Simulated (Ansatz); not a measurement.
**GeN₂H (doublet): from Hartree-Fock to the top rungs at a displaced geometry (v1), cc-pVDZ**

An exercise on one series of results from a longer session: the logs are not shown, and one member is left open.

Program: Ansatz 0.2.0, Gaussian basis. Level of theory: cc-pVDZ, core rule «outside noble gas», up to 16 orbitals frozen. These are calculated values, not measurements.

To be run: UHF; CCSD(T) on ROHF; CCSD(T) on UHF; BCCD(T) on ROHF; CISD; CCSDT(Q) on ROHF; CCSDT(Q) on UHF.

17 further runs of the same task are left out: 9 that didn't finish, 8 set aside as unsound or not needed.

## What is computed

The geometry is a PBE0/def2-TZVP stationary point (not a proven minimum) with its atoms shifted at random (size 0.040 Å). No spin-orbit coupling is included. The filled d shell of Ge may be among the frozen orbitals whatever the setting's name suggests; the logs give the count.

4 atoms, charge 0, spin multiplicity 2.

Atoms are counted from 1 here; the program's logs count them from 0.

Bond lengths: Ge1–N2 2.074 Å, Ge1–H4 1.575 Å, N2–N3 1.143 Å. Angles: N2–Ge1–H4 82.8°, Ge1–N2–N3 174.9°.

The first run:

The input, in.yaml:

```yaml
crystal:
  periodic: [false, false, false]
  atoms:
    - {symbol: Ge, position_ang: [-0.005827, -0.034941, 0.729389]}
    - {symbol: N, position_ang: [-0.006660, 0.055589, -1.342545]}
    - {symbol: N, position_ang: [0.041304, 0.015228, -2.483407]}
    - {symbol: H, position_ang: [-0.061473, 1.534026, 0.601392]}
basis:
  gaussian: {orbitals: cc-pVDZ}
magnetization: {spin_polarized: true, initial_magnetization: 1}
hamiltonian: {xc: hf}
output: {orbitals: {seedname: orbitals}}
```

On the command line:

```console
$ ansatz run in.yaml --threads 1 --pin off --events-out ev --progress --plain --max-ram 2393MiB
```

Among the steps run: UHF; CCSD(T) on ROHF; CCSD(T) on UHF; BCCD(T) on ROHF; CISD; CCSDT(Q) on ROHF; CCSDT(Q) on UHF.

One table of the session follows, with a row left open; its other results are not shown here.

It belongs to the step «Misses and costs». 

| method | from RCCSDT(Q) (kcal/mol) |
| --- | --- |
| ROHF | +274.03 |
| UHF | ? |
| RMP2 | +21.84 |
| UMP2 | +34.93 |
| RCCSD | +12.89 |
| UCCSD | +12.67 |
| RCCSD(T) | +1.90 |
| UCCSD(T) | +2.20 |
| BCCD(T) | +1.86 |
| RCCSDT | +1.60 |
| UCCSDT | +1.53 |
| RCCSDT(Q) | 0 |
| UCCSDT(Q) | -0.01 |

Q: Estimate the row for UHF from the others.

**Answer.** from RCCSDT(Q) (kcal/mol): +269.65. In the column «from RCCSDT(Q) (kcal/mol)» it lies between UMP2 (+34.93) and ROHF (+274.03).

Not comparable, so not listed: CISD (they don't share determinant, frozen orbitals or solution with the rows shown, or repeat one).

To keep in mind: Restricted and unrestricted rows rest on different reference determinants; where their highest levels disagree by more than a few hundredths of an eV, they describe different states and don't form one ladder.
